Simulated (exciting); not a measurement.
# CuAu (P4/mmm) in exciting: reference runs

Reference runs on CuAu: the cell as given.

Everything below comes from runs of exciting (release sodium). Logs are shortened: lines on timing, memory, paths and dates and some standing lists are left out, and cuts for length are marked.

## (1) Starting point

Symmetry: P4/mmm, No. 123, tetragonal system. The conventional cell has a = 2.811 Å, b = 2.811 Å, c = 3.685 Å, α = 90.00°, β = 90.00°, γ = 90.00°. Au (site symmetry 4/mmm) has 8 Cu at 2.71 Å and 4 Au at 2.81 Å as nearest neighbours. Around Cu (site symmetry 4/mmm) lie 8 Au at 2.71 Å and 4 Cu at 2.81 Å.

## (2) Single point, PBE

Input file input.xml:

```xml
<input>
  <title>CuAu</title>
  <structure speciespath="./" tshift="false">
    <crystal scale="1">
      <basevect>5.311546675269 0.000000000000 0.000000000000</basevect>
      <basevect>0.000000000000 5.311546675269 0.000000000000</basevect>
      <basevect>0.000000000000 0.000000000000 6.963640769246</basevect>
    </crystal>
    <species speciesfile="Au.xml" rmt="2.3">
      <atom coord="0.000000000000 0.000000000000 0.000000000000"/>
    </species>
    <species speciesfile="Cu.xml" rmt="2">
      <atom coord="0.500000000000 0.500000000000 0.500000000000"/>
    </species>
  </structure>
  <groundstate do="fromscratch" ngridk="9 9 7" rgkmax="9" gmaxvr="14" lmaxapw="10" lmaxmat="10" lmaxvr="8" xctype="GGA_PBE" stype="Fermi Dirac" swidth="0.00183747" nempty="18" ValenceRelativity="iora*" epsengy="1e-05" epspot="1e-05" maxscl="60" tforce="true" outputlevel="normal"/>
  <properties>
    <chargedensityplot>
      <plot3d>
        <box grid="15 15 19">
          <origin coord="0 0 0"/>
          <point coord="1 0 0"/>
          <point coord="0 1 0"/>
          <point coord="0 0 1"/>
        </box>
      </plot3d>
    </chargedensityplot>
    <elfplot>
      <plot3d>
        <box grid="15 15 19">
          <origin coord="0 0 0"/>
          <point coord="1 0 0"/>
          <point coord="0 1 0"/>
          <point coord="0 0 1"/>
        </box>
      </plot3d>
    </elfplot>
    <exccplot>
      <plot3d>
        <box grid="15 15 19">
          <origin coord="0 0 0"/>
          <point coord="1 0 0"/>
          <point coord="0 1 0"/>
          <point coord="0 0 1"/>
        </box>
      </plot3d>
    </exccplot>
  </properties>
</input>
```

Potentials or basis: all-electron LAPW+lo, shipped species files, valence relativity iora*.

On the command line:

```sh
> OMP_NUM_THREADS=1 exciting_smp
```

INFO.OUT:

```text
================================================================================
EXCITING SODIUM started
[... 10 lines left out ...]

 Lattice vectors (cartesian) :
      5.3115466753      0.0000000000      0.0000000000
      0.0000000000      5.3115466753      0.0000000000
      0.0000000000      0.0000000000      6.9636407692

 Reciprocal lattice vectors (cartesian) :
      1.1829295102      0.0000000000      0.0000000000
      0.0000000000      1.1829295102      0.0000000000
      0.0000000000      0.0000000000      0.9022845255

 Unit cell volume                           :     196.4619107662
 Brillouin zone volume                      :       1.2625867909

 Species :    1 (Au)
     parameters loaded from                 :    Au.xml
     name                                   :    gold
     nuclear charge                         :     -79.00000000
     electronic charge                      :      79.00000000
     atomic mass                            :  359048.05590000
     muffin-tin radius                      :       2.30000000
     # of radial points in muffin-tin       :     450

     atomic positions (lattice) :
       1 :   0.00000000  0.00000000  0.00000000

 Species :    2 (Cu)
     parameters loaded from                 :    Cu.xml
     name                                   :    copper
     nuclear charge                         :     -29.00000000
     electronic charge                      :      29.00000000
     atomic mass                            :  115837.27170000
     muffin-tin radius                      :       2.00000000
     # of radial points in muffin-tin       :     350

     atomic positions (lattice) :
       1 :   0.50000000  0.50000000  0.50000000

 Total number of atoms per unit cell        :       2

 Spin treatment                             :    spin-unpolarised

 Number of Bravais lattice symmetries       :      16
 Number of crystal symmetries               :      16

 k-point grid                               :       9    9    7
 Total number of k-points                   :      60
 k-point set is reduced with crystal symmetries

 R^MT_min * |G+k|_max (rgkmax)              :       9.00000000
 Species with R^MT_min                      :       2 (Cu)
 Maximum |G+k| for APW functions            :       4.50000000
 Maximum |G| for potential and density      :      14.00000000

 G-vector grid sizes                        :      24    24    32
 Total number of G-vectors                  :    9163

 Maximum angular momentum used for
     APW functions                          :      10
     computing H and O matrix elements      :      10
     potential and density                  :       8
     inner part of muffin-tin               :       2

 Total nuclear charge                       :    -108.00000000
 Total electronic charge                    :     108.00000000
 Total core charge                          :      60.00000000
 Total valence charge                       :      48.00000000

 Number of empty states                     :      18
 Total number of valence states             :      43

 Maximum Hamiltonian size                   :     352
 Maximum number of plane-waves              :     314
 Total number of local-orbitals             :      38

 Exchange-correlation type                  :      20
     Perdew-Burke-Ernzerhof, Phys. Rev. Lett. 77, 3865 (1996)
     Generalised gradient approximation (GGA)

[... 20 lines left out ...]
+ SCF iteration number :    1                                                  +
++++++++++++++++++++++++++++++++++++++++++++++++++++++++++++++++++++++++++++++++
 Total energy                               :    -20676.24419551
 _______________________________________________________________
 Fermi energy                               :         0.41297449
 Kinetic energy                             :     23587.19008884
 Coulomb energy                             :    -43831.05171781
 Exchange energy                            :      -426.11511991
 Correlation energy                         :        -6.26744664

 DOS at Fermi energy (states/Ha/cell)       :        16.03062526

 Electron charges :
     core                                   :        60.00000000
     core leakage                           :         0.00308141
     valence                                :        48.00000000
     interstitial                           :         4.28455009
     charge in muffin-tin spheres :
                  atom     1    Au          :        76.65312804
                  atom     2    Cu          :        27.06232187
     total charge in muffin-tins            :       103.71544991
     total charge                           :       108.00000000

++++++++++++++++++++++++++++++++++++++++++++++++++++++++++++++++++++++++++++++++
+ SCF iteration number :    2                                                  +
++++++++++++++++++++++++++++++++++++++++++++++++++++++++++++++++++++++++++++++++
 Total energy                               :    -20698.49677307
 _______________________________________________________________
 Fermi energy                               :         0.38089579
 Kinetic energy                             :     23576.89903699
 Coulomb energy                             :    -43842.13988762
 Exchange energy                            :      -426.98552397
 Correlation energy                         :        -6.27039847

 DOS at Fermi energy (states/Ha/cell)       :        14.02899732

 Electron charges :
     core                                   :        60.00000000
     core leakage                           :         0.00290947
     valence                                :        48.00000000
     interstitial                           :         3.91153256
     charge in muffin-tin spheres :
                  atom     1    Au          :        76.63137700
                  atom     2    Cu          :        27.45709045
     total charge in muffin-tins            :       104.08846744
     total charge                           :       108.00000000
[... 441 lines left out ...]
++++++++++++++++++++++++++++++++++++++++++++++++++++++++++++++++++++++++++++++++
+ SCF iteration number :   18                                                  +
++++++++++++++++++++++++++++++++++++++++++++++++++++++++++++++++++++++++++++++++
 Total energy                               :    -20702.95170260
 _______________________________________________________________
 Fermi energy                               :         0.37561393
 Kinetic energy                             :     23571.16260671
 Coulomb energy                             :    -43840.92056530
 Exchange energy                            :      -426.92350175
 Correlation energy                         :        -6.27024225

 DOS at Fermi energy (states/Ha/cell)       :        13.16033216

 Electron charges :
     core                                   :        60.00000000
     core leakage                           :         0.00288245
     valence                                :        48.00000000
     interstitial                           :         3.86713208
     charge in muffin-tin spheres :
                  atom     1    Au          :        76.80474044
                  atom     2    Cu          :        27.32812748
     total charge in muffin-tins            :       104.13286792
     total charge                           :       108.00000000

 RMS change in effective potential (target) :  0.223185E-08  ( 0.100000E-04)
 Absolute change in total energy   (target) :  0.442193E-05  ( 0.100000E-04)
 Charge distance                   (target) :  0.820334E-09  ( 0.100000E-04)
 Abs. change in max-nonIBS-force   (target) :   0.00000      ( 0.500000E-04)

++++++++++++++++++++++++++++++++++++++++++++++++++++++++++++++++++++++++++++++++
| Convergency criteria checked for the last 2 iterations                       +
| Convergence targets achieved. Performing final SCF iteration                 +
++++++++++++++++++++++++++++++++++++++++++++++++++++++++++++++++++++++++++++++++
 Total energy                               :    -20702.95170198
 _______________________________________________________________
 Fermi energy                               :         0.37561393
 Kinetic energy                             :     23571.16260687
 Coulomb energy                             :    -43840.92056487
 Exchange energy                            :      -426.92350173
 Correlation energy                         :        -6.27024225

 DOS at Fermi energy (states/Ha/cell)       :        13.16033212

 Electron charges :
     core                                   :        60.00000000
     core leakage                           :         0.00288245
     valence                                :        48.00000000
     interstitial                           :         3.86713208
     charge in muffin-tin spheres :
                  atom     1    Au          :        76.80474044
                  atom     2    Cu          :        27.32812748
     total charge in muffin-tins            :       104.13286792
     total charge                           :       108.00000000

++++++++++++++++++++++++++++++++++++++++++++++++++++++++++++++++++++++++++++++++
+ Self-consistent loop stopped                                                 +
++++++++++++++++++++++++++++++++++++++++++++++++++++++++++++++++++++++++++++++++
 STATE.OUT is written

--------------------------------------------------------------------------------
- Writing atomic positions and forces                                          -
--------------------------------------------------------------------------------

 Atomic positions (lattice) :
 atom     1  Au  :     0.00000000    0.00000000    0.00000000
 atom     2  Cu  :     0.50000000    0.50000000    0.50000000

 Total atomic forces including IBS (cartesian) :
 atom     1  Au  :     0.00000000    0.00000000    0.00000000
 atom     2  Cu  :     0.00000000    0.00000000    0.00000000

 Atomic force components including IBS (cartesian) :
 atom     1  Au  :    -0.00000000    0.00000000    0.00000000   HF force
                 :    -0.00000000    0.00000000    0.00000000   core correction
                 :    -0.00000000    0.00000000    0.00000000   IBS correction
 atom     2  Cu  :     0.00000000    0.00000000    0.00000000   HF force
                 :     0.00000000    0.00000000    0.00000000   core correction
                 :     0.00000000    0.00000000    0.00000000   IBS correction

********************************************************************************
[... 7 lines left out ...]
| EXCITING SODIUM stopped                                                      =
================================================================================
```

It took 4.1 min on 1 thread of Arm Neoverse V1, shared host; peak memory 0.13 GiB.

What came out:

```
Free energy                                       : -563356.0191 eV
Band gap on the k mesh                            : none (metal or under the smearing width)
All electrons inside the program's atomic spheres : Au 76.80; Cu 27.33 (radii Au 2.3, Cu 2.0 bohr)
```

Levels at points of the mesh, in eV from the Fermi level:
| k point | band 21 | band 22 | band 23 | band 24 | band 25 | band 26 | band 27 | band 28 |
| --- | --- | --- | --- | --- | --- | --- | --- | --- |
| (0.00, 0.00, 0.00) | -2.10 | -1.65 | -1.42 | -1.42 | 2.11 | 8.08 | 10.03 | 10.03 |

Caveat: the log's total energy holds no entropy term; the free energy is that total less TS from the occupations; the basis of Au and Ba changes in steps between geometries, so energy differences can be off by several meV. Spin-orbit coupling is left out, which matters for the levels of Au.
